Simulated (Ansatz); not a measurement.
# YF4: the cost of one run

Program: Ansatz 0.2.0. Level of theory: DFT PBE, scalar-relativistic, plane waves, PAW. These are calculated values, not measurements.

1 further run of the same task is left out (set aside as unsound or not needed).

## 1. Starting point

The structure is tetragonal, space group I4/mmm (No. 139). The conventional cell has a = 4.337 Å, b = 4.337 Å, c = 9.273 Å, α = 90.00°, β = 90.00°, γ = 90.00°. Around Y (site symmetry 4/mmm) lie 6 F at 2.17 to 2.24 Å. F (site symmetry 4mm) is surrounded by 1 Y at 2.24 Å. Around F (site symmetry mmm) lie 2 Y at 2.17 Å.

Structure file:

```cif
data_structure
_symmetry_space_group_name_H-M 'P 1'
_symmetry_Int_Tables_number 1
_cell_length_a 5.5589
_cell_length_b 5.5589
_cell_length_c 5.5589
_cell_angle_alpha 134.076
_cell_angle_beta 134.076
_cell_angle_gamma 66.969
_cell_volume 87.22
loop_
_atom_site_label
_atom_site_type_symbol
_atom_site_fract_x
_atom_site_fract_y
_atom_site_fract_z
_atom_site_occupancy
Y1 Y 0.00000 0.00000 0.00000 1
F1 F 0.24181 0.24181 0.00000 1
F2 F 0.75819 0.75819 0.00000 1
F3 F 0.50000 0.00000 0.50000 1
F4 F 0.00000 0.50000 0.50000 1
```

The cell was relaxed beforehand at this level, from a database cell with other species swapped in; it is a trial structure. At a tolerance of 0.05 Å it has space group I4/mmm (No. 139); it has 17.44 Å³/atom, an uncorrected energy of -3.05 eV/atom over the elements.

## 2. Electronic structure at the relaxed geometry

Contents of input.yaml:

```yaml
crystal:
  lattice:
    - [-2.168609293, 2.168609293, 4.6362816878]
    - [2.168609293, -2.168609293, 4.6362816878]
    - [2.168609293, 2.168609293, -4.6362816878]
  atoms:
    - { symbol: "Y", position: [0.0, 0.0, 0.0] }
    - { symbol: F, position: [0.2418101373, 0.2418101373, 0.0], spin: 0.5 }
    - { symbol: F, position: [0.7581898627, 0.7581898627, 0.0], spin: 0.5 }
    - { symbol: F, position: [0.5, 0.0, 0.5] }
    - { symbol: F, position: [0.0, 0.5, 0.5] }
basis:
  ecutwfc: 420
kpoints:
  mp_grid: { grid: [12, 12, 12] }
  band_path:
    path:
      - [[0.0, 0.0, 0.0], [0.0, 0.0, 0.5], [0.25, 0.25, 0.25], [0.0, 0.5, 0.0], [0.0, 0.0, 0.0], [0.5, 0.5, -0.5], [0.30469694, 0.69530306, -0.30469694]]
      - [[-0.30469694, 0.30469694, 0.30469694], [0.0, 0.0, 0.0]]
      - [[0.0, 0.0, 0.5], [-0.10939387, 0.10939387, 0.5]]
      - [[0.5, 0.5, -0.10939387], [0.5, 0.5, -0.5]]
    npoints: 14
hamiltonian:
  xc: pbe
scf:
  occupations: { method: gaussian, width: 0.1 }
  n_extra_bands: 12
output:
  forces: true
  stress: true
  eigenvalues: true
  populations: true
  dos: { projected: true, de: 0.02, nscf_kmesh: { grid: [15, 15, 15] } }
  bader: true
  write_density: true
  write_potential: true
  elf: true
  volumetric_format: npy
magnetization:
  spin_polarized: true
checkpoint:
  read: start.run
  write: ck
  compress: false
  write_wavefunctions: false
  write_every: 100000
```

Started as:

```sh
$ ansatz run input.yaml --threads 1 --pin off --max-ram 2560MiB --backend cpu --events-out ev --progress --plain --runs-dir out
```

**Question.** How long does this run take on 1 thread of AMD EPYC 9R45 (Zen 5), shared host, and how much memory does it need?

About 49 s, with a peak of 0.94 GiB.
